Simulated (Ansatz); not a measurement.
# ClF2OTa: the cost of one run

Method: RKS r2SCAN-D4/def2-SVP; program: Ansatz 0.2.0.

**1. Where the work starts**

SMILES `[O]=[Ta]([F])([F])[Cl]`, 5 atoms, charge 0, spin multiplicity 1.

Atoms are counted from 1 here; the program's logs count them from 0.

Bond lengths: O1–Ta2 1.726 Å, Ta2–F3 1.884 Å, Ta2–F4 1.884 Å, Ta2–Cl5 2.311 Å. Angles: O1–Ta2–F3 106.4°, O1–Ta2–F4 106.4°, O1–Ta2–Cl5 106.9°, F3–Ta2–F4 112.2°, F3–Ta2–Cl5 112.2°, F4–Ta2–Cl5 112.3°.

Geometry (Å):

```tsv
atom	x (Å)	y (Å)	z (Å)
O1	-0.38862	-0.20721	1.66384
Ta2	0.00784	-0.09430	-0.01235
F3	1.63432	-1.01761	-0.23711
F4	-1.40892	-0.90875	-0.94959
Cl5	0.20529	2.15416	-0.50619
```

This geometry comes from a loose relaxation at PBE in a small basis, which is not shown.

**3. Setting up the map**

The axes are (1) angle O1–Ta2–F3: 7 values from 71.5 to 141.5 °; (2) angle F4–Ta2–Cl5: 7 values from 77.0 to 147.0 °.

Nothing else is relaxed (all other coordinates rigid). Energies count from the relaxed molecule at the same level. Points are written as (first, second).

(The set-up runs are not shown.)

**4. The run at (106.5°, 112.0°)**

Input file input.yaml:

```yaml
crystal:
  periodic: [false, false, false]
  atoms:
    - { symbol: O, position_ang: [-0.38765, -0.211873, 1.659126] }
    - { symbol: Ta, position_ang: [0.006848, -0.093585, -0.007048] }
    - { symbol: F, position_ang: [1.624437, -1.012333, -0.2377] }
    - { symbol: F, position_ang: [-1.399487, -0.902149, -0.946378] }
    - { symbol: Cl, position_ang: [0.205426, 2.147449, -0.510001] }
basis:
  gaussian: { orbitals: def2-SVP }
hamiltonian:
  xc: r2scan
  dispersion: d4
output:
  forces: true
```

Run with:

```sh
ansatz run input.yaml --threads 1 --pin off --max-ram 2560MiB --backend cpu --events-out ev --progress --plain --runs-dir out
```

What time and memory should one allow on 1 thread of Arm Neoverse N1, shared host?

About 13 s, with a peak of 0.15 GiB.
